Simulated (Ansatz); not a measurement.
This script drives Ansatz 0.2.0, Python API.

`eos.py`
```python
'''Bulk modulus of CsEu from an E(V) curve.'''

import ansatz as az
import numpy as np

XC = 'PBE'
SMEARING = 'fermi_dirac'
SIGMA = 0.1
ECUT = 500
KGRID = (8, 8, 4)

VECTORS = np.array([
    [4.46442, 0.0, 0.0],
    [-2.23221, 3.866301, 0.0],
    [0.0, 0.0, 8.008631],
])
SITES = [
    ('Cs', [0.0, 0.0, 0.5], 0.0),
    ('Eu', [2 / 3, 1 / 3, 0.0], 9.1),
]


def make_crystal(cell):
    crystal = az.Crystal(lattice=az.Lattice.of(cell))
    for symbol, position, moment in SITES:
        crystal = crystal.atom(symbol, position, moment=moment or None)
    return crystal

# uniform scaling of the cell
volumes, energies = [], []
for scale in np.linspace(0.9, 1.1, 9):
    cell = VECTORS * scale ** (1 / 3)
    job = (
        make_crystal(cell).calculation()
        .functional(XC)
        .occupations(SMEARING, width=SIGMA)
        .spin(az.SpinTreatment.COLLINEAR)
        .basis(ECUT)
        .kpoints(*KGRID)
    )
    summary = job.run().report
    volumes.append(abs(np.linalg.det(cell)) / len(SITES))
    energies.append(summary['free_energy_ev'] / len(SITES))
    print(f'V = {volumes[-1]:8.4f} A^3/atom  F = {energies[-1]:.5f} eV/atom')

# third-order Birch-Murnaghan: a cubic in V^(-2/3)
x = np.array(volumes) ** (-2 / 3)
poly = np.polynomial.Polynomial.fit(x, energies, 3).convert()
roots = poly.deriv().roots()
x0 = min((r.real for r in roots if abs(r.imag) < 1e-9 and poly.deriv(2)(r.real) > 0), key=lambda r: abs(r - x.mean()))
v0 = x0 ** -1.5
b0 = 4 / 9 * poly.deriv(2)(x0) * v0 ** (-7 / 3) * 160.21766
b1 = 4 + 2 / 3 * x0 * poly.deriv(3)(x0) / poly.deriv(2)(x0)
print(f'V0 = {v0:.4f} A^3/atom, B0 = {b0:.1f} GPa, dB/dP = {b1:.2f}')
```

It is started by `python eos.py`. Estimate its wall time and peak memory on 1 thread of Intel(R) Xeon(R) Platinum 8175M CPU @ 2.50GHz (Skylake/Cascade Lake), on a shared host.

It took about 5.1 min, with a peak of 0.63 GiB, for 9 runs of the engine.

```console
$ python eos.py
DeckWarning: where an SCF of this run starts from atoms to list the orders of its open shells, Eu (site 1, from 0) starts with 6.32 μB on its 4f shell and 0.68 μB on its 5d shell, in the place of the [...]
V =  62.2059 A^3/atom  F = -7218.34932 eV/atom
V =  63.9338 A^3/atom  F = -7218.35224 eV/atom
V =  65.6618 A^3/atom  F = -7218.35364 eV/atom
V =  67.3897 A^3/atom  F = -7218.35365 eV/atom
V =  69.1177 A^3/atom  F = -7218.35242 eV/atom
V =  70.8456 A^3/atom  F = -7218.35005 eV/atom
V =  72.5735 A^3/atom  F = -7218.34666 eV/atom
V =  74.3015 A^3/atom  F = -7218.34234 eV/atom
V =  76.0294 A^3/atom  F = -7218.33719 eV/atom
V0 = 66.5393 A^3/atom, B0 = 4.7 GPa, dB/dP = 2.82
```
(Warnings from the package without file and line, shortened.)

A third-order Birch-Murnaghan fit through the 9 points has its minimum at 66.54 Å³ an atom, 3.7 % below the typed cell, with a bulk modulus of 5 GPa and dB/dP = 2.8. From that minimum the energy rises by 4.5 meV an atom on the compressed side and 16.6 meV on the expanded side.

Caveats:
- Total energies depend on the potentials; only differences at equal settings carry meaning.
- Open f shells: without a Hubbard U, without spin-orbit coupling; the state reached hangs on the start and needn't be the lowest.
- Shape and fractional positions are held along the curve, so the bulk modulus is an upper value where they are free to relax, by a factor of two or more in layered or hydrogen-bonded cells.
- The structure comes from a database of computed cells and needn't be a stable or known phase.
